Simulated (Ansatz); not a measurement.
The system is LaBi.

```
Bi La
1.0
     0.00000    3.28250    3.28250
     3.28250    0.00000    3.28250
     3.28250    3.28250    0.00000
Bi La
1 1
Direct
  0.50000 0.50000 0.50000
  0.00000 0.00000 0.00000
```

```yaml
Program: Ansatz 0.2.0
Task: relaxation of cell and atoms
Functional: revPBE
Potentials_or_basis: Ansatz PAW
Cutoff: "420 eV (not typed: the program's choice for these potentials)"
k_mesh: 7 × 7 × 7
Occupations: fermi-dirac, width 0.05 eV
Spin: no spin polarisation
```

At the start: volume 35.37 Å³/atom.

Question: Where does the relaxation end?

Answer: It ends after 5 steps and the volume is 37.75 Å³/atom (+6.7 %); space group Fm-3m (No. 225, to 0.05 Å).

The path:
| step | energy change (eV) | largest force (eV/Å) | volume (Å³) |
| --- | --- | --- | --- |
| 1 | 0.0000 | 0.0000 | 70.74 |
| 2 | -0.0339 | 0.0000 | 78.10 |
| 3 | -0.0458 | 0.0000 | 75.75 |
| 4 | -0.0459 | 0.0000 | 75.50 |
| 5 | -0.0463 | 0.0000 | 75.50 |

Final structure:
```
CELL_PARAMETERS angstrom
0.00000 3.35458 3.35458
3.35458 0.00000 3.35458
3.35458 3.35458 0.00000
ATOMIC_POSITIONS crystal
Bi 0.50000 0.50000 0.50000
La 0.00000 0.00000 0.00000
```

Caveat: the plane-wave basis is chosen anew once the cell has moved, so the energies of steps on either side of that aren't comparable; the PAW data sets come from PBE, with cores solved anew for the run's functional, which leaves a small shift of forces and pressure.
